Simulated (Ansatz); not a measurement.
# Sn2TeAs2: the cost of one run

Program: Ansatz 0.2.0. Level of theory: DFT PBE, scalar-relativistic, plane waves, PAW. These are calculated values, not measurements.

## Step 1: The starting structure

Symmetry: P-3m1, No. 164, trigonal system. Conventional cell: a = 4.802 Å, b = 4.802 Å, c = 8.525 Å, α = 90.00°, β = 90.00°, γ = 120.00°. Sn (site symmetry 3m) has 4 As at 2.90 to 2.95 Å and 3 Te at 3.65 Å in its first shell of neighbours. Around Te (site symmetry -3m) lie 6 Sn at 3.65 Å. Around As (site symmetry 3m) lie 4 Sn at 2.90 to 2.95 Å.

Coordinates:

```
Sn Te As
1.0
     4.80192    0.00000    0.00000
    -2.40096    4.15858    0.00000
     0.00000    0.00000    8.52487
Sn Te As
2 1 2
Cartesian
  2.4010 1.3862 6.1544
  0.0000 2.7724 2.3704
  0.0000 0.0000 0.0000
  2.4010 1.3862 3.2045
  0.0000 2.7724 5.3203
```

The cell is invented: species swapped into a database cell of SrAl2Si2 (P-3m1, No. 164), with Te on the Sr sites, As on the Al sites and Sn on the Si sites. Lengths come from tabulated atomic sizes and are only a guess.

## Step 2: A first look at the guess

The input, input.yaml:

```yaml
crystal:
  lattice:
    - [4.80191558, 0.0, 0.0]
    - [-2.40095779, 4.15858088, 0.0]
    - [0.0, 0.0, 8.52486909]
  atoms:
    - { symbol: Sn, position: [0.66666667, 0.33333333, 0.72193736] }
    - { symbol: Sn, position: [0.33333333, 0.66666667, 0.27806264] }
    - { symbol: Te, position: [0.0, 0.0, 0.0] }
    - { symbol: As, position: [0.66666667, 0.33333333, 0.37590444] }
    - { symbol: As, position: [0.33333333, 0.66666667, 0.62409556] }
basis:
  ecutwfc: 420
kpoints:
  mp_grid: { grid: [6, 6, 2] }
hamiltonian:
  xc: pbe
scf:
  occupations: { method: gaussian, width: 0.1 }
  lower_state_search: "off"
output:
  forces: true
  stress: true
  eigenvalues: true
```

Started as:

```console
$ ansatz run input.yaml --threads 1 --pin off --max-ram 2560MiB --backend cpu --events-out ev --progress --plain --runs-dir out
```

What time and memory should one allow on 1 thread of Arm Neoverse V1, shared host?

About 6.6 s, with a peak of 0.46 GiB.
